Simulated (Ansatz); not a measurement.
The system is AgB2.

```
CELL_PARAMETERS angstrom
3.00000 0.00000 0.00000
-1.50000 2.59808 0.00000
0.00000 0.00000 3.24000
ATOMIC_POSITIONS crystal
Ag 0.00000 0.00000 0.00000
B 0.66667 0.33333 0.50000
B 0.33333 0.66667 0.50000
```

```yaml
Program: Ansatz 0.2.0
Task: relaxation of cell and atoms
Functional: PBEsol
Potentials_or_basis: Ansatz PAW
Cutoff: "420 eV (not typed: the program's choice for these potentials)"
k_mesh: 10 × 10 × 8
Occupations: fermi-dirac, width 0.05 eV
Spin: no spin polarisation
```

At the start: volume 8.42 Å³/atom.

**Question.** Where does the relaxation end?

**Answer.** It ends after 13 steps and the volume is 10.33 Å³/atom (+22.7 %); space group P6/mmm (No. 191, to 0.05 Å).

The path:
| step | energy change (eV) | largest force (eV/Å) | volume (Å³) |
| --- | --- | --- | --- |
| 1 | 0.0000 | 0.0000 | 25.25 |
| 2 | -0.5327 | 0.0000 | 27.30 |
| 3 | -0.7897 | 0.0000 | 28.86 |
| 4 | -0.9096 | 0.0000 | 29.07 |
| 5 | -0.9724 | 0.0000 | 30.35 |
| 6 | -0.9729 | 0.0000 | 30.54 |
| 7 | -0.9729 | 0.0000 | 30.54 |
| 8 | -1.0089 | 0.0000 | 30.54 |
| 9 | -1.0147 | 0.0000 | 30.85 |
| 10 | -1.0152 | 0.0000 | 30.97 |
| 11 | -1.0156 | 0.0000 | 30.97 |
| 12 | -1.0156 | 0.0000 | 30.98 |
| 13 | -1.0156 | 0.0000 | 30.98 |

Final structure:
```
Ag B
1.0
     3.00215    0.00000    0.00000
    -1.50107    2.59994    0.00000
     0.00000    0.00000    3.96905
Ag B
1 2
Direct
  0.00000 0.00000 0.00000
  0.66667 0.33333 0.50000
  0.33333 0.66667 0.50000
```

Caveat: the volume moved by over 15 % at a fixed basis, so the end points are rough; the plane-wave basis is chosen anew once the cell has moved, so the energies of steps on either side of that aren't comparable; the PAW data sets come from PBE, with cores solved anew for the run's functional, which leaves a small shift of forces and pressure.
